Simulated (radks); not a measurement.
# Spin polarisation of the 3d shell in Ni

The task here is to estimate one member of a computed series from the others.

Method: scalar-relativistic Kohn-Sham, LDA (Slater exchange, Perdew-Wang correlation), spin-polarised, spherical densities, finite nucleus. Code: radks (a radial shooting solver on a logarithmic mesh, Libxc functionals) version 1.

## Starting point

```
element            : nickel (Z = 28)
charge             : 0
electrons          : 28
configuration      : [Ar] 3d(up 4, down 4) 4s2
nuclear rms radius : 3.7757 fm
```

A shell typed twice in an input gives spin up, then spin down.

Set-up of the first run:

Settings of this run:

```text
Z 28
configuration [Ar] 3d4 3d4 4s2
relativity scalar-relativistic
functional lda,pw
spin polarised
nucleus finite rms 3.7757 fm
c 137.035999084
```

Steps of the session up to this table: No moment.

One table of the session follows, with a row left open; its other results are not shown here.

It belongs to the step «No moment». Sizes of the orbitals, from the radial functions (bohr):

```
level     <r>  outermost maximum (interpolated)  90 % within  nodes
   1s       ?                                 ?            ?      ?
   2s  0.2454                             0.205        0.380      1
   2p  0.2155                             0.165        0.353      0
   3s  0.7415                             0.640         1.11      2
   3p  0.7794                             0.646         1.21      1
   3d   1.011                             0.627         1.79      0
   4s   2.783                              2.22         4.28      3
```

Estimate the missing values for 1s.

**Answer.** <r>: 0.05418; outermost maximum (interpolated): 0.0355; 90 % within: 0.0968; nodes: 0. In the column «<r>» it is the lowest.
